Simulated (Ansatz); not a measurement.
# Hg2I: the cost of one run

Method: DFT PBE, scalar-relativistic, plane waves, PAW, unless a step names another level, in Ansatz 0.2.0.

## 1. The starting structure

It takes space group P-3m1 (No. 164, trigonal). Conventional cell: a = 4.421 Å, b = 4.421 Å, c = 5.831 Å, α = 90.00°, β = 90.00°, γ = 120.00°. Hg (site symmetry 3m) has 3 Hg at 2.99 Å and 3 I at 3.33 Å as nearest neighbours. I (site symmetry -3m) has 6 Hg at 3.33 Å as nearest neighbours.

As a file:

```cif
data_structure
_symmetry_space_group_name_H-M 'P-3m1'
_symmetry_Int_Tables_number 164
_cell_length_a 4.4215
_cell_length_b 4.4215
_cell_length_c 5.8313
_cell_angle_alpha 90.000
_cell_angle_beta 90.000
_cell_angle_gamma 120.000
_cell_volume 98.73
loop_
_atom_site_label
_atom_site_type_symbol
_atom_site_symmetry_multiplicity
_atom_site_Wyckoff_symbol
_atom_site_fract_x
_atom_site_fract_y
_atom_site_fract_z
_atom_site_occupancy
Hg1 Hg 2 d 0.33333 0.66667 0.36629 1
I1 I 1 a 0.00000 0.00000 0.00000 1
```

It came out lowest among 17 distinct ends of the trial cells. At a tolerance of 0.05 Å it has space group P-3m1 (No. 164).

## 2. Relaxing to 0.001 eV/Å, on the response runs' mesh and smearing

File input.yaml:

```yaml
crystal:
  lattice:
    - [4.4214708878, 0.0, 0.0]
    - [-2.2107354439, 3.8291061109, 0.0]
    - [0.0, 0.0, 5.8313248249]
  atoms:
    - { symbol: Hg, position: [0.3333333333, 0.6666666667, 0.366285982] }
    - { symbol: Hg, position: [0.6666666667, 0.3333333333, 0.633714018] }
    - { symbol: I, position: [0.0, 0.0, 0.0] }
basis:
  ecutwfc: 420
kpoints:
  mp_grid: { grid: [12, 12, 6] }
hamiltonian:
  xc: pbe
scf:
  occupations: { method: gaussian, width: 0.1 }
output:
  forces: true
  stress: true
  eigenvalues: true
relax:
  adjacent_minimum: "off"
  f_tol: 0.001
  max_steps: 60
  cell: { stress_tol: 0.01 }
```

Started as:

```console
$ ansatz run input.yaml --threads 3 --pin off --max-ram 7680MiB --backend cpu --events-out ev --progress --plain --runs-dir out
```

**Question.** How long does this run take on 3 threads of Arm Neoverse V2, shared host, and how much memory does it need?

About 22 s, with a peak of 0.56 GiB.
